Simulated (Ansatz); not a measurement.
# NiBi: the cost of one run

Computed with Ansatz 0.2.0 (DFT, PBEsol, PAW with Ansatz's default frozen-core files, scalar-relativistic, unless a step's input says otherwise).

1 further run of the same task is left out (it didn't finish). Runs told in other sessions of the task aren't counted.

**1. The structure to begin with**

It takes space group P6_3/mmc (No. 194, hexagonal). Conventional cell: a = 4.118 Å, b = 4.118 Å, c = 5.244 Å, α = 90.00°, β = 90.00°, γ = 120.00°. Around Ni (site symmetry -3m) lie 2 Ni at 2.62 Å and 6 Bi at 2.71 Å. Bi (site symmetry -6m2) is surrounded by 6 Ni at 2.71 Å.

Structure file:

```
CELL_PARAMETERS angstrom
4.11794 0.00000 0.00000
-2.05897 3.56624 0.00000
0.00000 0.00000 5.24381
ATOMIC_POSITIONS crystal
Ni 0.00000 0.00000 0.50000
Ni 0.00000 0.00000 0.00000
Bi 0.33333 0.66667 0.25000
Bi 0.66667 0.33333 0.75000
```

Atoms are numbered in the order of the input: Ni1, Ni2, Bi3, Bi4.

**2. Free moments from the typed start, PAW**

input.yaml reads:

```yaml
crystal:
  lattice:
    - [4.1179380196, 0.0, 0.0]
    - [-2.0589690098, 3.5662389362, 0.0]
    - [0.0, 0.0, 5.24380966]
  atoms:
    - { symbol: Ni, position: [0.0, 0.0, 0.5], spin: 1.5 }
    - { symbol: Ni, position: [0.0, 0.0, 0.0], spin: 1.5 }
    - { symbol: Bi, position: [0.3333333333, 0.6666666667, 0.25] }
    - { symbol: Bi, position: [0.6666666667, 0.3333333333, 0.75] }
magnetization:
  spin_polarized: true
kpoints:
  mp_grid: { grid: [10, 10, 7] }
scf:
  occupations: { method: fermi_dirac, width: 0.05 }
  lower_state_search: "off"
hamiltonian:
  xc: pbesol
  pseudopotentials: { kind: paw }
output:
  forces: true
  stress: true
  eigenvalues: true
  populations: true
```

Command:

```bash
$ ansatz run input.yaml --threads 2 --pin off --max-ram 6144MiB --backend cpu --events-out ev --progress --plain --runs-dir out
```

Q: Estimate wall time and peak memory on 2 threads of AMD EPYC 7R43 (Zen 3), shared host.

About 11 s, with a peak of 0.6 GiB.
